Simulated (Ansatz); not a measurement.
# FeB4: further runs on the relaxed cell

An exercise on one series of results from a longer session: the logs are not shown, and one member is left open.

Method: DFT r2SCAN, scalar-relativistic, plane waves, PAW, in Ansatz 0.2.0.

### The system as given

Symmetry: Pnnm, No. 58, orthorhombic system. Conventional cell: a = 4.508 Å, b = 5.250 Å, c = 3.001 Å, α = 90.00°, β = 90.00°, γ = 90.00°. Fe (site symmetry 2/m) has 12 B at 1.99 to 2.24 Å as nearest neighbours. Around B (site symmetry m) lie 4 B at 1.69 to 1.88 Å and 3 Fe at 1.99 to 2.12 Å. Around B (site symmetry m) lie 5 B at 1.69 to 1.99 Å and 3 Fe at 2.09 to 2.24 Å.

Structure file:

```xyz
10
Lattice="4.5083 0.0000 0.0000 0.0000 5.2498 0.0000 0.0000 0.0000 3.0013" Properties=species:S:1:pos:R:3 pbc="T T T"
Fe    0.0000    0.0000    0.0000
Fe    2.2541    2.6249    1.5006
B     1.1167    1.6422    0.0000
B     3.3916    3.6076    0.0000
B     3.3708    0.9827    1.5006
B     1.1375    4.2671    1.5006
B     1.5189    0.6683    1.5006
B     2.9894    4.5815    1.5006
B     3.7730    1.9566    0.0000
B     0.7353    3.2932    0.0000
```

It is the result of an earlier relaxation at this level (volume 7.10 Å³/atom; gap on the mesh: none (metal)).

The first run:

input.yaml reads:

```yaml
crystal:
  lattice:
    - [4.4627546837, 0.0, 0.0]
    - [0.0, 5.1967534957, 0.0]
    - [0.0, 0.0, 2.9709347491]
  atoms:
    - { symbol: Fe, position: [0.0, 0.0, 0.0] }
    - { symbol: Fe, position: [0.5, 0.5, 0.5] }
    - { symbol: B, position: [0.2476899324, 0.3128050621, 0.0] }
    - { symbol: B, position: [0.7523100676, 0.6871949379, 0.0] }
    - { symbol: B, position: [0.7476899324, 0.1871949379, 0.5] }
    - { symbol: B, position: [0.2523100676, 0.8128050621, 0.5] }
    - { symbol: B, position: [0.3369038927, 0.1273051664, 0.5] }
    - { symbol: B, position: [0.6630961073, 0.8726948336, 0.5] }
    - { symbol: B, position: [0.8369038927, 0.3726948336, 0.0] }
    - { symbol: B, position: [0.1630961073, 0.6273051664, 0.0] }
basis:
  ecutwfc: 500
kpoints:
  mp_grid: { grid: [8, 8, 12] }
hamiltonian:
  xc: r2scan
scf:
  occupations: { method: gaussian, width: 0.1 }
output:
  forces: true
  stress: true
  eigenvalues: true
relax:
  adjacent_minimum: "off"
  f_tol: 0.01
  max_steps: 30
  cell: { stress_tol: 0.1, fix: [volume] }
```

The run is started by

```
$ ansatz run input.yaml --threads 4 --pin off --max-ram 10240MiB --backend cpu --events-out ev --progress --plain --runs-dir out
```

Steps of the session up to this table: Volume × 0.97; The cell scaled to 1.03 of its volume; The cell scaled to 0.94 of its volume; Point at V/V0 = 1.06; The cell scaled to 0.91 of its volume; Volume × 1.10; The cell scaled to 0.88 of its volume.

One of the session's tables, all rows but one given; the rest of the session is left out.

It belongs to the step «Fit of the equation of state». 

| volume (Å³/atom) | energy above the lowest point (meV/atom) | pressure (GPa) |
| --- | --- | --- |
| 6.251 | 108.3 | 45.29 |
| 6.464 | 57.6 | 31.29 |
| 6.677 | 24.3 | 19.25 |
| 6.890 | ? | ? |
| 7.103 | 0.0 | -0.01 |
| 7.316 | 5.3 | -7.67 |
| 7.529 | 20.0 | -14.26 |
| 7.814 | 52.1 | -21.61 |

**Question.** Estimate the row for volume (Å³/atom) = 6.890.

Worked estimate for «energy above the lowest point (meV/atom)». A straight line through the neighbours (6.677, 24.3) and (7.103, 0.0) gives 24.3 + (0.0 − 24.3) × (6.890 − 6.677) / (7.103 − 6.677) = 12.2; a parabola fitted to 4 rows on both sides gives 5.7.

The run gave: energy above the lowest point (meV/atom): 5.7; pressure (GPa): 8.90. In «energy above the lowest point (meV/atom)» the line misses by +6.5 and the parabola by 0.0.

Caveats from the session: Spin polarisation is off in the runs that give these values; a magnetic solution could lie lower.
